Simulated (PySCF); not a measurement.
# C2H3Cl3W (W(CMe)Cl3): the cost of one run

Programs: PySCF 2.14.0, with routines of our own; each step states its level. All values are computed. Atoms count from 0.

## (1) The system as given

9 atoms, charge 0, multiplicity 1; geometry from: GFN2-xTB.

## (2) Relaxing the molecule at PBE0-D3(BJ)/def2-SVP

What the job is given:

```
{"job": {"xc": "PBE0", "basis": "def2-SVP", "d3": "d3bj", "grid": 1, "maxiter": 30, "shake": 0.03, "kind": "geom"}, "charge": 0, "multiplicity": 1}
W      0.068500    -0.069330    -1.584790
C     -0.018440    -0.017870     0.259850
C     -0.068500    -0.016010     1.669840
H      0.619610     0.874100     2.067690
H     -1.041990    -0.009730     2.038510
H      0.473530    -0.892070     2.068150
Cl     2.192310     0.012230    -2.184730
Cl    -1.026010     1.889400    -2.202970
Cl    -1.066270    -1.840150    -2.157210
```

Started as:

```console
$ OMP_NUM_THREADS=1 python heavy_run.py task.json out
```

The driver reads the jobs from task.json and runs them one after another.

**Question.** How long does this first job take on 1 thread of Arm Neoverse V1, shared host, and how much memory does it need?

About 2.1 min, with a peak of 0.53 GiB.
